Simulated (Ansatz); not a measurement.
# CH7BClNSi: how energies converge with the basis set

An exercise on one series of results from a longer session: the logs are not shown, and one member is left open.

Method: one geometry, several basis sets; program: Ansatz 0.2.0, Gaussian basis.

The runs, in order: PBE0-D4/def2-SVP; ωB97M-V/def2-SVP; PBE0-D4/def2-QZVPP; ωB97M-V/def2-QZVPP; the functionals' def2-TZVPP values are taken from earlier runs.

## The geometry

All runs share one geometry, relaxed beforehand with PBE0-D4 in a triple-zeta def2 set.

SMILES `C[SiH2]B(N)Cl`, 12 atoms, charge 0, spin multiplicity 1.

Atoms are counted from 1 here; the program's logs count them from 0.

Bond lengths: C1–Si2 1.876 Å, C1–H6 1.092 Å, C1–H7 1.092 Å, C1–H8 1.092 Å, Si2–B3 2.019 Å, Si2–H9 1.496 Å, Si2–H10 1.492 Å, B3–N4 1.385 Å, B3–Cl5 1.782 Å, N4–H11 1.008 Å, N4–H12 1.006 Å. Angles: Si2–C1–H6 110.9°, Si2–C1–H7 111.2°, Si2–C1–H8 110.0°, H6–C1–H7 108.3°, H6–C1–H8 108.0°, H7–C1–H8 108.4°, C1–Si2–B3 111.6°, C1–Si2–H9 110.1°, C1–Si2–H10 109.6°, B3–Si2–H9 109.8°, B3–Si2–H10 108.8°, H9–Si2–H10 106.8°, Si2–B3–N4 123.9°, Si2–B3–Cl5 118.5°, N4–B3–Cl5 117.6°, B3–N4–H11 123.2°, B3–N4–H12 122.2°, H11–N4–H12 114.5°.

Set-up of the first run:

in.yaml reads:

```yaml
crystal:
  periodic: [false, false, false]
  atoms:
    - {symbol: C, position_ang: [-1.646204, 0.336067, -1.114484]}
    - {symbol: Si, position_ang: [-0.432077, -0.778119, -0.218845]}
    - {symbol: B, position_ang: [0.829714, 0.282568, 0.946638]}
    - {symbol: N, position_ang: [2.205496, 0.120821, 0.942075]}
    - {symbol: Cl, position_ang: [0.146168, 1.502872, 2.051377]}
    - {symbol: H, position_ang: [-1.124602, 1.016099, -1.791549]}
    - {symbol: H, position_ang: [-2.360045, -0.247946, -1.698850]}
    - {symbol: H, position_ang: [-2.202989, 0.939057, -0.393693]}
    - {symbol: H, position_ang: [0.348475, -1.587320, -1.205204]}
    - {symbol: H, position_ang: [-1.178446, -1.745283, 0.638203]}
    - {symbol: H, position_ang: [2.825750, 0.648967, 1.535669]}
    - {symbol: H, position_ang: [2.665761, -0.542788, 0.342662]}
basis:
  gaussian: {orbitals: def2-SVP}
hamiltonian: {xc: pbe0, dispersion: d4}
output: {orbitals: {seedname: orbitals}}
```

Run with:

```
> ansatz run in.yaml --threads 4 --pin off --events-out ev --progress --plain --max-ram 10444MiB
```

Steps of the session up to this table: PBE0-D4 in def2-SVP; ωB97M-V in def2-SVP; PBE0-D4 in def2-QZVPP; ωB97M-V in def2-QZVPP.

One table of the session follows, with a row left open; its other results are not shown here.

It belongs to the step «Functionals by basis». 

| functional | basis | HOMO (eV) | LUMO (eV) |
| --- | --- | --- | --- |
| PBE0-D4 | def2-SVP | ? | ? |
| PBE0-D4 | def2-TZVPP | -7.78 | -0.52 |
| PBE0-D4 | def2-QZVPP | -7.81 | -0.60 |
| ωB97M-V | def2-SVP | -9.75 | 1.82 |
| ωB97M-V | def2-TZVPP | -9.93 | 1.40 |
| ωB97M-V | def2-QZVPP | -9.96 | 1.22 |

**Question.** Estimate the row for PBE0-D4, def2-SVP.

As computed: HOMO (eV): -7.64; LUMO (eV): -0.22. In the column «HOMO (eV)» it is the highest.
